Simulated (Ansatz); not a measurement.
# B₂FH₃O₂: up Jacob's ladder to CCSD(T)

An exercise on one series of results from a longer session: the logs are not shown, and one member is left open.

Program: Ansatz 0.2.0, Gaussian basis. Level of theory: functionals in def2-TZVPP, the program's frozen cores in correlated methods. These are calculated values, not measurements.

Levels to be run: LDA (SPW92), PBE-D4, revPBE-D4, BLYP-D4, r2SCAN-D4, B97M-V, PBE0-D4, B3LYP-D4, r2SCANh-D4, r2SCAN0-D4, HSE06-D4, BHLYP-D4, CAM-B3LYP-D4, LC-ωPBE, ωB97X-V, ωB97M-V, B2PLYP, PBE-QIDH; CCSD(T)/def2-SVP; CCSD(T)/def2-TZVPP; MP2/def2-QZVPP; extrapolation to the limit; RPA on PBE.

**Structure used throughout**

The geometry comes from an earlier relaxation with PBE0-D4 in a triple-zeta def2 set; it is a stationary point, not always the lowest conformer.

SMILES `OBB(O)F`, 8 atoms, charge 0, spin multiplicity 1.

Atoms are counted from 1 here; the program's logs count them from 0.

Bond lengths: O1–B2 1.358 Å, O1–H6 0.961 Å, B2–B3 1.723 Å, B2–H7 1.203 Å, B3–O4 1.352 Å, B3–F5 1.331 Å, O4–H8 0.962 Å. Angles: B2–O1–H6 114.4°, O1–B2–B3 114.3°, O1–B2–H7 119.0°, B3–B2–H7 126.7°, B2–B3–O4 121.9°, B2–B3–F5 122.3°, O4–B3–F5 115.8°, B3–O4–H8 111.6°.

The first run:

in.yaml

```yaml
crystal:
  periodic: [false, false, false]
  atoms:
    - {symbol: O, position_ang: [-1.059492, 0.816742, 0.646769]}
    - {symbol: B, position_ang: [0.165002, 0.805165, 0.060269]}
    - {symbol: B, position_ang: [0.686985, -0.752482, -0.460050]}
    - {symbol: O, position_ang: [-0.073697, -1.856527, -0.284833]}
    - {symbol: F, position_ang: [1.860356, -0.946867, -1.058239]}
    - {symbol: H, position_ang: [-1.352030, 1.685028, 0.937636]}
    - {symbol: H, position_ang: [0.770092, 1.839045, -0.048318]}
    - {symbol: H, position_ang: [-0.905018, -1.647304, 0.150964]}
basis:
  gaussian: {orbitals: def2-TZVPP}
hamiltonian: {xc: lda}
output: {orbitals: {seedname: orbitals}}
```

Command:

```sh
$ ansatz run in.yaml --threads 2 --pin off --events-out ev --progress --plain --max-ram 4352MiB
```

Among the steps run: LDA; PBE-D4 (GGA); revPBE-D4 (GGA); BLYP-D4 (GGA); r2SCAN-D4 (meta-GGA); B97M-V (meta-GGA); PBE0-D4 (hybrid); B3LYP-D4 (hybrid); r2SCANh-D4 (hybrid); r2SCAN0-D4 (hybrid); HSE06-D4 (hybrid); BHLYP-D4 (hybrid); CAM-B3LYP-D4 (range-separated); LC-ωPBE (range-separated); ωB97X-V (range-separated); ωB97M-V (range-separated); B2PLYP (double hybrid); PBE-QIDH (double hybrid).

One of the session's tables, all rows but one given; the rest of the session is left out.

It belongs to the step «Orbital energies across the functionals». 

| functional | HOMO (eV) | LUMO (eV) | gap (eV) |
| --- | --- | --- | --- |
| LDA (SPW92) | -6.82 | -2.84 | 3.98 |
| PBE-D4 | -6.72 | -2.57 | 4.15 |
| revPBE-D4 | -6.66 | -2.46 | 4.20 |
| BLYP-D4 | -6.67 | -2.43 | 4.24 |
| r2SCAN-D4 | -7.02 | -2.33 | 4.69 |
| B97M-V | -7.11 | -2.38 | 4.73 |
| PBE0-D4 | -8.21 | -1.62 | 6.59 |
| B3LYP-D4 | -8.03 | -1.85 | 6.18 |
| r2SCANh-D4 | -7.58 | -1.99 | 5.59 |
| r2SCAN0-D4 | -8.41 | -1.48 | 6.93 |
| HSE06-D4 | -7.80 | -2.01 | 5.80 |
| BHLYP-D4 | ? | ? | ? |
| CAM-B3LYP-D4 | -9.72 | -0.50 | 9.22 |
| LC-ωPBE | -11.04 | 0.73 | 11.78 |
| ωB97X-V | -10.69 | 0.63 | 11.32 |
| ωB97M-V | -10.51 | 0.42 | 10.93 |

Estimate the missing values for BHLYP-D4.

Worked estimate for «HOMO (eV)». Against the share of exact exchange, BLYP-D4 (0, -6.67), B3LYP-D4 (0.2, -8.03) give a slope of -6.80 per unit share; at 0.5 the line stands at -10.07.

The run gave: HOMO (eV): -9.69; LUMO (eV): -0.63; gap (eV): 9.07. In «HOMO (eV)» the line misses by -0.38.
